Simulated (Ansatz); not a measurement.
# CH8ClNOSi: the cost of one run

Method: UKS PBE-D4/6-31G, in Ansatz 0.2.0.

### Step 1. The structure to begin with

Bond lengths: Si1–O2 2.066 Å, O2–C3 1.398 Å, Si1–H4 1.451 Å, Si1–H5 1.450 Å, Si1–N6 1.726 Å, Si1–Cl8 2.494 Å, C3–H9 1.093 Å, C3–H10 1.091 Å, C3–H11 1.092 Å, N6–H12 1.006 Å, N6–H13 1.004 Å. Angles (14 of 20 angles, heavy atoms first): Si1–O2–C3 116.5°, O2–Si1–N6 92.5°, O2–Si1–Cl8 73.9°, N6–Si1–Cl8 164.9°, O2–Si1–H4 114.1°, O2–Si1–H5 97.7°, H4–Si1–N6 98.3°, H4–Si1–Cl8 81.8°, H5–Si1–N6 106.7°, H5–Si1–Cl8 82.2°, O2–C3–H9 109.1°, O2–C3–H10 108.5°, O2–C3–H11 111.7°, Si1–N6–H12 121.3°.

Structure file:

```xyz
13

Si   -1.1783    0.3484    0.2609
O     0.8054    0.6937   -0.2029
C     1.6773   -0.3898   -0.0576
H    -1.3757   -0.5463    1.3865
H    -1.7159    1.5993   -0.2388
N    -1.3513   -0.8080   -1.0093
H     0.8672    1.4689    0.8006
Cl   -0.2973    1.8386    2.0567
H     2.6790   -0.0872   -0.3719
H     1.3275   -1.2028   -0.6950
H     1.7154   -0.7424    0.9756
H    -1.2189   -0.5504   -1.9724
H    -1.9345   -1.6220   -0.9324
```

### Step 2. Run 1

150 steps of 0.5 fs at constant energy, with velocities drawn for 100 K.

File input.yaml:

```yaml
crystal:
  periodic: [false, false, false]
  atoms:
    - { symbol: Si, position_ang: [-1.1783, 0.3484, 0.2609] }
    - { symbol: O, position_ang: [0.8054, 0.6937, -0.2029] }
    - { symbol: C, position_ang: [1.6773, -0.3898, -0.0576] }
    - { symbol: H, position_ang: [-1.3757, -0.5463, 1.3865] }
    - { symbol: H, position_ang: [-1.7159, 1.5993, -0.2388] }
    - { symbol: "N", position_ang: [-1.3513, -0.808, -1.0093] }
    - { symbol: H, position_ang: [0.8672, 1.4689, 0.8006] }
    - { symbol: Cl, position_ang: [-0.2973, 1.8386, 2.0567] }
    - { symbol: H, position_ang: [2.679, -0.0872, -0.3719] }
    - { symbol: H, position_ang: [1.3275, -1.2028, -0.695] }
    - { symbol: H, position_ang: [1.7154, -0.7424, 0.9756] }
    - { symbol: H, position_ang: [-1.2189, -0.5504, -1.9724] }
    - { symbol: H, position_ang: [-1.9345, -1.622, -0.9324] }
magnetization:
  spin_polarized: true
basis:
  gaussian: { orbitals: "6-31G" }
hamiltonian:
  xc: pbe
  dispersion: d4
md:
  timestep: 0.5
  n_steps: 150
  ensemble: nve
  temperature: 100.0
  initial_velocities: maxwell_boltzmann
  seed: 300786
```

Command:

```sh
ansatz run input.yaml --threads 2 --pin off --max-ram 3072MiB --backend cpu --events-out ev --progress --plain --runs-dir out
```

Q: Estimate wall time and peak memory on 2 threads of Arm Neoverse N1, shared host.

About 13 min, with a peak of 0.16 GiB.
